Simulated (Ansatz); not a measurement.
# PBE0/aug-cc-pVDZ run of GeCl2 (SMILES Cl[Ge]Cl)

Aim: the vertical ionisation energy of GeCl2 at PBE0/aug-cc-pVDZ, from 2 runs. 

The calculation is run with Ansatz 0.2.0.

36 further runs of the same task are left out: 36 set aside as unsound or not needed.

### Step 1. The molecule

GeCl2: 3 atoms, total charge 0, spin state singlet. SMILES: `Cl[Ge]Cl`. The shape is that of a PBE0-D4/def2-TZVP optimisation.

Bond lengths: Cl1–Ge2 2.182 Å, Ge2–Cl3 2.182 Å. Angles: Cl1–Ge2–Cl3 100.0°.

### Step 2. A single-point energy at PBE0/aug-cc-pVDZ

run.yaml

```yaml
crystal:
  periodic: [false, false, false]
  atoms:
    - symbol: Cl
      position_ang: [-0.065420, -1.681680, 0.422740]
    - symbol: Ge
      position_ang: [-0.421210, 0.067170, -0.832020]
    - symbol: Cl
      position_ang: [0.486630, 1.614500, 0.409270]
basis:
  gaussian:
    orbitals: aug-cc-pVDZ
hamiltonian:
  xc: pbe0
accuracy: high
output:
  orbitals: {seedname: orbitals}
```

Run with:

```
$ ansatz run run.yaml --threads 1 --pin off --max-ram 3480MiB --events-out events.jsonl --progress --plain --runs-dir runs
```

Output:

```text
Warning: RAYON_NUM_THREADS=1 ignored (pool sized by the plan → 1); use --threads N
Functional definition: PBE0
  name "PBE0"
  parameter a = 0.25
  parameter kappa = 0.804
  parameter beta = 0.06672455060314922
  exchange = (1 - a)*pbe_x(kappa = kappa, mu = beta*pi^2/3) + a*exact_x
  correlation = pbe_c(beta = beta)
1751 factors; integrals over basis functions are off by at most 4.4e-9 eV
mean field evaluation 1: about -81549.0700 eV, gradient 1.8e1 eV
mean field evaluation 2: about -81548.0148 eV, gradient 2.6e1 eV
mean field evaluation 4: about -81550.0752 eV, gradient 4.9e-1 eV
mean field evaluation 8: about -81550.1412 eV, gradient 3.0e-2 eV
mean field evaluation 16: about -81550.1412 eV, gradient 1.3e-6 eV
mean field -81550.14122114 eV, -2996.9124132057 hartree, gradient 2.4e-8 eV, S^2 0.000000; 0 other end points of the search recorded, 0 dependent functions left out
reference -81550.14122431 eV, -2996.9124133222 hartree; 33, 33 occupied and 57, 57 virtual orbitals, 1751 factors
Total energy: -81550.14122431 eV, -2996.9124133222 hartree
```

Wall time 8.1 s (1 thread of Arm Neoverse V2, shared host); peak memory 0.31 GiB.

### Step 3. The doublet cation, same level

molecule.yaml

```yaml
crystal:
  periodic: [false, false, false]
  atoms:
    - {symbol: Cl, position_ang: [-0.065420, -1.681680, 0.422740]}
    - {symbol: Ge, position_ang: [-0.421210, 0.067170, -0.832020]}
    - {symbol: Cl, position_ang: [0.486630, 1.614500, 0.409270]}
basis:
  gaussian:
    orbitals: aug-cc-pVDZ
total_charge: 1
magnetization:
  spin_polarized: true
  initial_magnetization: 1
hamiltonian:
  xc: {name: PBE0}
accuracy: high
output:
  orbitals: {seedname: orbitals}
```

Run with:

```
$ ansatz run molecule.yaml --threads 1 --pin off --max-ram 3480MiB --events-out events.jsonl --progress --plain --runs-dir runs
```

Output:

```text
Warning: RAYON_NUM_THREADS=1 ignored (pool sized by the plan → 1); use --threads N
Functional definition: PBE0
  name "PBE0"
  parameter a = 0.25
  parameter kappa = 0.804
  parameter beta = 0.06672455060314922
  exchange = (1 - a)*pbe_x(kappa = kappa, mu = beta*pi^2/3) + a*exact_x
  correlation = pbe_c(beta = beta)
1753 factors; integrals over basis functions are off by at most 4.4e-9 eV
mean field evaluation 1: about -81534.9741 eV, gradient 2.6e1 eV
mean field evaluation 2: about -81515.2960 eV, gradient 6.1e1 eV
mean field evaluation 4: about -81539.6498 eV, gradient 3.0e0 eV
mean field evaluation 8: about -81539.7842 eV, gradient 1.0e-1 eV
mean field evaluation 16: about -81539.7844 eV, gradient 5.7e-5 eV
mean field evaluation 32: about -81539.1250 eV, gradient 5.2e0 eV
mean field -81539.78436930 eV, -2996.5318059209 hartree, gradient 6.0e-8 eV, S^2 0.758755; 3 other end points of the search recorded, 0 dependent functions left out
reference -81539.78437493 eV, -2996.5318061278 hartree; 33, 32 occupied and 57, 58 virtual orbitals, 1753 factors
Total energy: -81539.78437493 eV, -2996.5318061278 hartree
```

It took 17 s on 1 thread of Arm Neoverse V2, shared host; peak memory 0.47 GiB.

### Step 4. Results

At PBE0/aug-cc-pVDZ:

```
                                          quantity           value
                       singlet GeCl2: total energy  -2996.91241 Eh
                        singlet GeCl2: HOMO energy        -8.20 eV
                        singlet GeCl2: LUMO energy        -3.17 eV
                      singlet GeCl2: HOMO–LUMO gap         5.04 eV
                      doublet cation: total energy  -2996.53181 Eh
doublet cation: HOMO energy (highest over α and β)       -15.07 eV
 doublet cation: LUMO energy (lowest over α and β)       -12.52 eV
                              doublet cation: ⟨S²⟩           0.759
vertical ionisation energy (to the doublet cation)       10.357 eV
```

**Reading.** Removing an electron at fixed nuclei costs 10.36 eV (239 kcal/mol). The negative HOMO energy of the first species, 8.20 eV, lies 2.16 eV below that difference.
